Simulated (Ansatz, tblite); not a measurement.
# Cl2F12OsP4: isomers side by side

The task here is to estimate one member of a computed series from the others.

Method: relaxed with PBE-D4/def2-SVP, singlet; program: Ansatz 0.2.0, Gaussian basis.

2 further runs of the same task are left out: 2 set aside as unsound or not needed.

## The system as given

19 atoms, charge 0, spin multiplicity 1.

Atoms are counted from 1 here; the program's logs count them from 0.

Bond lengths: Cl1–Os15 2.368 Å, Cl2–Os15 2.368 Å, F3–P16 1.570 Å, F4–P16 1.579 Å, F5–P16 1.568 Å, F6–P17 1.579 Å, F7–P17 1.569 Å, F8–P17 1.569 Å, F9–P18 1.568 Å, F10–P18 1.579 Å, F11–P18 1.569 Å, F12–P19 1.569 Å, F13–P19 1.579 Å, F14–P19 1.569 Å, Os15–P16 2.250 Å, Os15–P17 2.250 Å, Os15–P18 2.250 Å, Os15–P19 2.250 Å. Angles: Cl1–Os15–Cl2 179.9°, Cl1–Os15–P16 88.8°, Cl1–Os15–P17 91.2°, Cl1–Os15–P18 90.6°, Cl1–Os15–P19 89.7°, Cl2–Os15–P16 91.2°, Cl2–Os15–P17 88.9°, Cl2–Os15–P18 89.5°, Cl2–Os15–P19 90.3°, P16–Os15–P17 179.9°, P16–Os15–P18 89.9°, P16–Os15–P19 90.1°, P17–Os15–P18 90.0°, P17–Os15–P19 90.0°, P18–Os15–P19 179.8°, F3–P16–F4 95.7°, F3–P16–F5 94.9°, F3–P16–Os15 123.4° and more.

As a file:

```xyz
19
charge 0, multiplicity 1
Cl    0.0514   -0.0182    2.3693
Cl   -0.0506    0.0150   -2.3652
F     3.1042    0.6240   -1.1747
F     2.9985   -1.3538    0.0597
F     3.0922    0.7178    1.1344
F    -2.9962    1.3572   -0.0321
F    -3.1041   -0.6364    1.1765
F    -3.0985   -0.6995   -1.1336
F    -0.6898    3.0977   -1.1465
F     1.3620    2.9898   -0.0395
F    -0.6357    3.1069    1.1637
F     0.6736   -3.0972   -1.1566
F    -1.3607   -2.9949   -0.0139
F     0.6560   -3.1073    1.1542
Os   -0.0005   -0.0004    0.0021
P     2.2490    0.0346    0.0020
P    -2.2503   -0.0338    0.0055
P    -0.0320    2.2489   -0.0034
P     0.0315   -2.2505   -0.0019
```

Os takes a core potential in the def2 sets. No spin-orbit coupling is included.

The isomers as started, chosen beforehand: A: trans-OsCl2(PF3)4; B: cis-OsCl2(PF3)4. The structure above is A.

The first run:

The input, in.yaml:

```yaml
crystal:
  periodic: [false, false, false]
  atoms:
    - {symbol: Cl, position_ang: [0.051370, -0.018240, 2.369330]}
    - {symbol: Cl, position_ang: [-0.050610, 0.015040, -2.365210]}
    - {symbol: F, position_ang: [3.104180, 0.624000, -1.174710]}
    - {symbol: F, position_ang: [2.998490, -1.353770, 0.059730]}
    - {symbol: F, position_ang: [3.092180, 0.717810, 1.134360]}
    - {symbol: F, position_ang: [-2.996230, 1.357220, -0.032130]}
    - {symbol: F, position_ang: [-3.104080, -0.636400, 1.176480]}
    - {symbol: F, position_ang: [-3.098520, -0.699540, -1.133620]}
    - {symbol: F, position_ang: [-0.689770, 3.097670, -1.146500]}
    - {symbol: F, position_ang: [1.362050, 2.989780, -0.039500]}
    - {symbol: F, position_ang: [-0.635650, 3.106860, 1.163730]}
    - {symbol: F, position_ang: [0.673600, -3.097150, -1.156590]}
    - {symbol: F, position_ang: [-1.360700, -2.994950, -0.013920]}
    - {symbol: F, position_ang: [0.656000, -3.107260, 1.154240]}
    - {symbol: Os, position_ang: [-0.000510, -0.000380, 0.002070]}
    - {symbol: P, position_ang: [2.249030, 0.034600, 0.002040]}
    - {symbol: P, position_ang: [-2.250340, -0.033760, 0.005510]}
    - {symbol: P, position_ang: [-0.031990, 2.248950, -0.003450]}
    - {symbol: P, position_ang: [0.031490, -2.250470, -0.001870]}
basis:
  gaussian: {orbitals: def2-SVP}
hamiltonian: {xc: pbe, dispersion: d4}
scf: {lower_state_search: "off"}
output: {orbitals: {seedname: orbitals}}
relax: {f_tol: 0.03, max_steps: 70}
```

On the command line:

```bash
> ansatz run in.yaml --threads 2 --pin off --events-out ev --progress --plain --max-ram 22528MiB --backend cuda --devices 0, --max-vram 18GiB
```

Among the steps run: Relaxing candidate A; Relaxing candidate B; Candidate A, PBE0-D4/def2-TZVP; Candidate A, PBE-D4/def2-TZVP; Candidate A, r2SCAN-D4/def2-TZVP; Candidate A, CAM-B3LYP-D4/def2-TZVP; Candidate A, PBE-D4/def2-SVP; Candidate A, PBE0-D4/def2-SVP; Candidate A, MP2/def2-SVP; Candidate A, RPA/def2-SVP.

One of the session's tables, all rows but one given; the rest of the session is left out.

It belongs to the step «A against B». 

| level | A above B (eV) |
| --- | --- |
| GFN1-xTB | -0.004 |
| GFN2-xTB | -0.226 |
| HF/def2-SVP | +0.250 |
| PBE-D4/def2-SVP | +0.515 |
| PBE-D4/def2-TZVP | +0.570 |
| r2SCAN-D4/def2-TZVP | +0.609 |
| PBE0-D4/def2-SVP | +0.508 |
| PBE0-D4/def2-TZVP | +0.557 |
| CAM-B3LYP-D4/def2-TZVP | ? |
| RPA/def2-SVP | +0.465 |
| MP2/def2-SVP | +0.727 |

**Question.** Estimate the row for CAM-B3LYP-D4/def2-TZVP.

As computed: A above B (eV): +0.488. In the column «A above B (eV)» it lies between RPA/def2-SVP (+0.465) and PBE0-D4/def2-SVP (+0.508).

Caveats from the session: Only singlets are compared; another spin may lie lower and prefer another shape.
